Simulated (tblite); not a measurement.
# C3H11PSi2: the cost of one run

Programs: tblite 0.8.0 and PySCF 2.14.0, with density-fitted response routines of our own. Each step states its level of theory. These are calculated values for one molecule in the gas phase, unless marked as measured. Atoms are numbered from 0 throughout.

### 1 The starting structure

17 atoms, charge 0, multiplicity 1; geometry from: force field or distance geometry start.

Bonds of the start (Å): C0–C1 1.48, C1–C2 1.50, C2–Si3 1.84, C2–P4 1.83, P4–Si5 2.18, P4–C1 1.87, C0–H6 1.09, C0–H7 1.12, C0–H8 1.12, C1–H9 1.13, C2–H10 1.12, Si3–H11 1.47, Si3–H12 1.47, Si3–H13 1.49, Si5–H14 1.49, Si5–H15 1.47, Si5–H16 1.46.

### 2 Relaxing the molecule with GFN2-xTB

Job settings and geometry (Å):

```
{"job": {"kind": "relax", "xc": "GFN2-xTB", "basis": "xTB"}, "charge": 0, "multiplicity": 1}
C     -0.487500     2.353600     0.339100
C     -0.059600     0.934500     0.370000
C      0.886600     0.343500    -0.628000
Si     2.110500    -0.945800    -0.140800
P     -0.863600    -0.078800    -0.975000
Si    -1.878900    -1.829600    -0.156500
H      0.302200     3.080700     0.123100
H     -1.271200     2.506100    -0.444200
H     -1.021400     2.551000     1.306800
H      0.020100     0.455600     1.391900
H      1.338500     1.127000    -1.287600
H      1.634200    -2.258800    -0.598800
H      3.382700    -0.705500    -0.831900
H      2.385100    -0.940900     1.319100
H     -2.189300    -1.564800     1.277200
H     -3.197700    -1.960500    -0.790600
H     -1.097800    -3.055200    -0.283800
```

On the command line:

```bash
OMP_NUM_THREADS=1 python probes_run.py task.json out
```

The driver reads the jobs from task.json and runs them one after another.

Q: Estimate the wall time and peak memory of this first job on 1 thread of Intel Xeon at 2.50GHz, shared host.

About 3.8 s, with a peak of 0.18 GiB.
